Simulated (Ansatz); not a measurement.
**Boron, bcc under LDA: from relaxation to bulk modulus**

The plan for boron in the bcc structure: relax it, solve it on a dense k-mesh, switch on spin-orbit coupling, then scale the cell to 7 volumes from 88 to 112 % of the relaxed one and try a fit of the equation of state. The k-meshes are 18×18×18 for the relaxation; 31×31×31 for the dense run; 19×19×19 for spin-orbit coupling; 22×22×22 for the volumes.

Method: DFT LDA (PW92), plane waves (420 eV) with PAW, scalar-relativistic; PBE-made PAW files, in Ansatz 0.2.0.

**1. The starting structure**

The structure is cubic, space group Im-3m (No. 229). The conventional cell has a = 2.358 Å, b = 2.358 Å, c = 2.358 Å, α = 90.00°, β = 90.00°, γ = 90.00°. Around B (site symmetry m-3m) lie 8 B at 2.04 Å.

Coordinates:

```
B
1.0
    -1.17892    1.17892    1.17892
     1.17892   -1.17892    1.17892
     1.17892    1.17892   -1.17892
B
1
Direct
  0.00000 0.00000 0.00000
```

**2. Relaxing cell and atoms**

input.yaml reads:

```yaml
crystal:
  lattice:
    - [-1.1789190289, 1.1789190289, 1.1789190289]
    - [1.1789190289, -1.1789190289, 1.1789190289]
    - [1.1789190289, 1.1789190289, -1.1789190289]
  atoms:
    - { symbol: B, position: [0.0, 0.0, 0.0] }
hamiltonian:
  xc: lda
  pseudopotentials:
    kind: paw
    azcp:
      B: "pseudopotentials/B.paw.azcp"
basis:
  ecutwfc: 420
  fft_grid_basis: typed
kpoints:
  mp_grid: { grid: [18, 18, 18], shift: [0, 0, 0] }
magnetization:
  spin_polarized: false
scf:
  occupations: { method: fermi_dirac, width: 0.1 }
relax:
  max_steps: 60
  f_tol: 0.01
  cell: {}
```

Started as:

```sh
ansatz run input.yaml --threads 2 --pin off --max-ram 5120MiB --backend cpu --events-out ev --progress --plain --runs-dir out
```

The runs that follow: Dense single point; With spin-orbit coupling; Volume × 0.88; Volume × 0.92; Volume × 0.96; Volume × 1.0; Volume × 1.04; Volume × 1.08; Volume × 1.12.

Before running it: what results should come out? Wanted: space group; conventional cell; volume; shortest distance; gap on the mesh; relative to alpha-rhombohedral; V₀, B₀, B₀′.

As calculated:

| quantity | value |
| --- | --- |
| space group (spins left aside) | Im-3m (No. 229) |
| conventional cell | a = 2.281 Å |
| volume | 5.935 Å³/atom |
| shortest distance | 1.976 Å |
| gap on the mesh | none (levels filled in part) |
| relative to alpha-rhombohedral (B12) | +1729 meV/atom |
| V₀, B₀, B₀′ | 5.935 Å³/atom, 252 GPa, 4.0 |

In words: From the guessed start the volume shrank by 9.4 % in 7 steps. It lies 1729 meV/atom above the element's reference form at the same level (alpha-rhombohedral (B12), from a run of its own), so it is far from stable. Levels at the Fermi energy are filled in part, as in a metal. The total energy of the spin-orbit run (on a coarser mesh) lies +2 meV/atom from the scalar one; mesh and treatment of the core enter this figure, so it is no spin-orbit energy. B₀ comes out at 252 GPa. The symmetry was held, so the structure may be unstable against distortions that break it.
